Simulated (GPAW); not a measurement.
CsLiCr2Te2S3:

```xyz
9
Lattice="3.6036 0.0000 0.0000 -1.8018 3.1208 0.0000 0.0000 0.0000 19.0665" Properties=species:S:1:pos:R:3 pbc="T T T"
Cs    0.0000    0.0000    7.1307
Li    1.8018    1.0403    0.3064
Cr    0.0000    0.0000   16.5187
Cr    0.0000    2.0805    3.2095
Te    0.0000    2.0805   10.2751
Te    1.8018    1.0403   14.7338
S     0.0000    0.0000    1.9124
S     0.0000    2.0805   17.7166
S     1.8018    1.0403    4.4631
```

The cell was built by a generator and needn't be a form met in nature.

Program: GPAW 26.7.0. Alike in all runs: spin collinear, ferromagnetic start; cell as given; k mesh 6 × 6 × 1; cutoff (eV) 800; smearing fermi-dirac 0.05 eV.

Problem. Order these runs on this cell by their pressure, lowest first.
A. level PBE+U; potentials or basis GPAW PAW data sets (gpaw-data 1.2.1), pw; U Cr d U = 4 eV; band path GMKGALHA,LM,KH; band points 60
B. level PBE; potentials or basis GPAW PAW data sets (gpaw-data 1.2.1), pw; k mesh for the DOS 9 × 9 × 1; dos width 0.1 eV
C. level PBEsol; potentials or basis PAW data sets generated in the run's folder for this functional, pw; band path GMKGALHA,LM,KH; band points 100

Solution. C (-2.7 GPa), B (0.1 GPa), A (3.1 GPa).

Caveats: only a ferromagnetic start was run, and an antiferromagnetic order may lie lower in energy.
